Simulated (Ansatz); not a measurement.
# BGeP+ (doublet): wave-function methods side by side, cc-pVDZ

The task here is to estimate one member of a computed series from the others.

Program: Ansatz 0.2.0, Gaussian basis. Level of theory: cc-pVDZ, core rule «outside noble gas», up to 20 orbitals frozen. These are calculated values, not measurements.

To be run: UHF; CCSD(T) on ROHF; CCSD(T) on UHF; BCCD(T) on ROHF; CISD as a restricted active space (open shells left free, so some higher excitations enter); CCSDT(Q) on ROHF; CCSDT(Q) on UHF; CASSCF and NEVPT2, 11 electrons in 12 orbitals.

2 further runs of the same task are left out: 2 set aside as unsound or not needed. Runs told in other sessions of the task aren't counted.

## The geometry

The geometry is a PBE0/def2-TZVP stationary point (not a proven minimum) of the parent state, kept for this charge and spin. No spin-orbit coupling is included. The filled d shell of Ge may be among the frozen orbitals whatever the setting's name suggests.

3 atoms, charge 1, spin multiplicity 2.

Atoms are counted from 1 here; the program's logs count them from 0.

Bond lengths: B1–Ge2 1.927 Å, B1–P3 1.711 Å, Ge2–P3 2.563 Å. Angles: Ge2–B1–P3 89.4°, B1–Ge2–P3 41.9°, B1–P3–Ge2 48.8°.

Set-up of the first run:

Contents of in.yaml:

```yaml
crystal:
  periodic: [false, false, false]
  atoms:
    - {symbol: B, position_ang: [0.000000, -1.127712, -0.672282]}
    - {symbol: Ge, position_ang: [0.000000, 0.073087, 0.835035]}
    - {symbol: P, position_ang: [0.000000, 0.222209, -1.723681]}
basis:
  gaussian: {orbitals: cc-pVDZ}
total_charge: 1
magnetization: {spin_polarized: true, initial_magnetization: 1}
hamiltonian: {xc: hf}
output: {orbitals: {seedname: orbitals}}
```

Launch:

```
ansatz run in.yaml --threads 1 --pin off --events-out ev --progress --plain --max-ram 4096MiB --backend cpu
```

Among the steps run: UHF; CCSD(T) on ROHF; CCSD(T) on UHF; BCCD(T) on ROHF; CISD as a restricted active space (open shells left free, so some higher excitations enter); CCSDT(Q) on ROHF; CCSDT(Q) on UHF; CASSCF and NEVPT2, 11 electrons in 12 orbitals.

One of the session's tables, all rows but one given; the rest of the session is left out.

| method | from RCCSDT(Q) (kcal/mol) |
| --- | --- |
| ROHF | +189.11 |
| UHF | +180.27 |
| RMP2 | +32.08 |
| UMP2 | +44.82 |
| CISD | +36.30 |
| RCCSD | +15.21 |
| UCCSD | +15.70 |
| RCCSD(T) | +2.25 |
| UCCSD(T) | +3.74 |
| BCCD(T) | +2.11 |
| RCCSDT | +1.53 |
| UCCSDT | +1.54 |
| RCCSDT(Q) | 0 |
| UCCSDT(Q) | -0.19 |
| CASSCF valence | ? |
| NEVPT2 valence | +19.23 |

**Question.** Estimate the row for CASSCF valence.

As computed: from RCCSDT(Q) (kcal/mol): +90.54. In the column «from RCCSDT(Q) (kcal/mol)» it lies between UMP2 (+44.82) and UHF (+180.27).

To keep in mind: The determinant of HF (⟨S²⟩ 1.36) is far from a pure spin state, so its energy mixes those of several spin states; that is harmless only where they are near-degenerate. The determinant of CCSD(T) (⟨S²⟩ 1.36) is far from a pure spin state, so its energy mixes those of several spin states; high orders of coupled cluster remove much of that, low ones don't. The determinant of CCSDT(Q) (⟨S²⟩ 1.36) is far from a pure spin state, so its energy mixes those of several spin states; high orders of coupled cluster remove much of that, low ones don't. Warnings: spin contamination; large T1 diagnostic. Restricted and unrestricted rows rest on different reference determinants; a gap between their highest levels can come from leftover correlation error, from unlike frozen cores or from another state.
